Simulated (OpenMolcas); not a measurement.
# Ni²⁺ in CsCaBr3: CASSCF and CASPT2 levels and susceptibility

Aim: the ligand-field states of Ni²⁺ in this surrounding, its lowest levels with spin-orbit coupling and its magnetic susceptibility.

The numbers are computed with OpenMolcas 26.06 (state-averaged CASSCF and CASPT2, spin-orbit coupling by RASSI with atomic mean-field integrals), except any that are marked as measured or tabulated.

**1. The system**

- Species: Ni²⁺ (nickel, Z = 28, 26 electrons)
- Basis: ANO-RCC-VTZP [6s5p3d2f1g], 245 functions with the ligands
- Scalar Hamiltonian: DKH2, point nucleus
- Inactive shells: 1s 2s 2p 3s 3p of the metal, and all ligand shells
- Active space: 8 electrons in 5 orbitals (3d)
- Some configurations of this space: 3d⁸
- Orbitals: optimised for each spin and parity, averaged over all roots

The outer shells:

3d8
```
3d [↑↓][↑↓][↑↓][↑ ][↑ ]
```

Ni²⁺ is taken with its 6 nearest bromide ions at 2.6 Å, on the cation site of CsCaBr3 (a = 5.69 Å). The rest of the host is ab initio model potentials to 7.6 Å, with orthogonalisation functions on the cations behind the ligands, and point charges beyond; the distance is set by hand, nothing relaxes, and no local charge compensation is placed. Ligand basis ANO-RCC-VDZP.

```xyz
15

Ni    0.0000    0.0000    0.0000
Br    2.6000    0.0000    0.0000
Br    0.0000    2.6000    0.0000
Br   -2.6000    0.0000    0.0000
Br    0.0000   -2.6000    0.0000
Br    0.0000    0.0000    2.6000
Br    0.0000    0.0000   -2.6000
Cs    2.8450   -2.8450   -2.8450
Cs   -2.8450    2.8450    2.8450
Cs    2.8450   -2.8450    2.8450
Cs   -2.8450    2.8450   -2.8450
Cs    2.8450    2.8450   -2.8450
Cs   -2.8450   -2.8450    2.8450
Cs    2.8450    2.8450    2.8450
Cs   -2.8450   -2.8450   -2.8450
```

Each step is its own input file, run in one work folder so that later steps find the files of earlier ones. Labels, J, g values, rates, χT and fits are worked out afterwards by a script from the matrices that RASSI stores.

**2. GATEWAY and SEWARD: basis and integrals**

Input file a.inp:

```
&GATEWAY
Basis set
Ni.ANO-RCC-VTZP.
Ni1 0.0 0.0 0.0 Angstrom
End of basis
Basis set
Br.ANO-RCC-VDZP.
L1 2.600000 0.000000 0.000000 Angstrom
L2 0.000000 2.600000 0.000000 Angstrom
L3 0.000000 0.000000 2.600000 Angstrom
End of basis
Basis set
Ca.EMB-AIMP.Sanchez-Sanz.10s7p.1s1p.ECP.CsCaBr3.
PseudoCharge
* 3 symmetry-unique lattice sites within 7.6 angstrom
End of basis
Basis set
Cs.EMB-AIMP.Sanchez-Sanz.0s.0s.ECP.CsCaBr3.
PseudoCharge
* 4 symmetry-unique lattice sites within 7.6 angstrom
End of basis
Basis set
Br.EMB-AIMP.Sanchez-Sanz.0s.0s.ECP.CsCaBr3.
PseudoCharge
* 12 symmetry-unique lattice sites within 7.6 angstrom
End of basis
Symmetry
XYZ
AngMom=0.0 0.0 0.0
AMFI
RICD
XField
1570 Angstrom 0
* Evjen-weighted lattice charges
&SEWARD
```

Command:

```console
$ OMP_NUM_THREADS=1 MOLCAS_MEM=2457 MOLCAS_PROJECT=a pymolcas a.inp > a.log
```

**3. CASSCF: triplets, 10 roots**

Input file a.inp:

```
&RASSCF
FileOrb=start.orb
Symmetry=1
Spin=3
nActEl=8 0 0
Inactive=57 60
Ras2=5 0
CIRoot=10 10 1
SDav=10
CIMx=300
Iter=150 100
PrWF=0.3
OrbListing=Nothing
MaxOrb=0
LevShft=1.0
>>> COPY $Project.JobIph JOB001
```

start.orb holds start orbitals that the driver prepared beforehand, or those of the step before.

**4. CASSCF: singlets, 15 roots**

Input file a.inp:

```
&RASSCF
FileOrb=start.orb
Symmetry=1
Spin=1
nActEl=8 0 0
Inactive=57 60
Ras2=5 0
CIRoot=15 15 1
SDav=15
CIMx=300
Iter=150 100
PrWF=0.3
OrbListing=Nothing
MaxOrb=0
LevShft=1.0
>>> COPY $Project.JobIph JOB002
```

**5. State interaction with spin-orbit coupling**

Input file a.inp:

```
&RASSI
NrOfJobIphs=2 10 15
1 2 3 4 5 6 7 8 9 10
1 2 3 4 5 6 7 8 9 10 11 12 13 14 15
IphNames
JOB001
JOB002
EJob
SpinOrbit
DIPRint=1.0
SOCoupling=1000.0
Subsets=2
Property=9
'ANGMOM' 1 'ANGMOM' 2 'ANGMOM' 3 'MLTPL  1' 1 'MLTPL  1' 2 'MLTPL  1' 3
'AMFI' 1 'AMFI' 2 'AMFI' 3
SOProperty=3
'ANGMOM' 1 'ANGMOM' 2 'ANGMOM' 3
```

**6. CASPT2: IPEA 0.25, imaginary shift 0.1 (63 orbitals frozen, the lowest in energy)**

Input file a.inp:

```
>>> COPY JOB001 $Project.JobIph
&CASPT2
Multistate=10 1 2 3 4 5 6 7 8 9 10
NoMult
Frozen=30 33
IPEA=0.25
Imaginary=0.1
MaxIter=60
WThr=0.0 0.3 0.05
PrWF=0.5
NoMix
>>> COPY JOB002 $Project.JobIph
&CASPT2
Multistate=15 1 2 3 4 5 6 7 8 9 10 11 12 13 14 15
NoMult
Frozen=30 33
IPEA=0.25
Imaginary=0.1
MaxIter=60
WThr=0.0 0.3 0.05
PrWF=0.5
NoMix
```

(Steps that only read results are left out.)

What does the calculation give? Wanted: spin-free ground state; first state of the same spin within the active space; lowest level; next level.

As calculated:

| quantity | value |
| --- | --- |
| method | SS-CASPT2, IPEA 0.25, imaginary shift 0.1 (63 orbitals frozen, the lowest in energy) |
| spin-free ground state | 3A2, 1-fold in its orbital part |
| first state of the same spin within the active space | 3T2 at 4510 cm⁻¹ |
| lowest level | 3-fold T2 |
| next level | 4241.5 cm⁻¹ |
| χT at 300 K | 1.64 cm³ K/mol |
| effective moment at 300 K | 3.62 μB |

Cost by method:

```csv
method,time of its own steps,time with the reference
A. CASSCF,93 s,93 s
"B. SS-CASPT2, IPEA 0.25, imaginary shift 0.1 (63 orbitals frozen, the lowest in energy)",8.5 min,10 min
```

Times are of one thread on a shared host.

In words: The spin-free ground state (3A2) comes to 100 % from free-ion F terms and keeps the highest spin of the shell. χT at 300 K is 1.64, against 1.00 cm³ K/mol for the spin alone, so orbital moment adds to it. CASPT2 does not keep the components of a term degenerate, and the means are used. The frozen orbitals are chosen by energy, so an outer shell of the metal can be frozen while a deeper shell elsewhere is correlated. The bonds are covalent and no ligand orbital is active, so the numbers are rough. With one d shell, CASPT2 may overshoot the field of a late 3d ion.
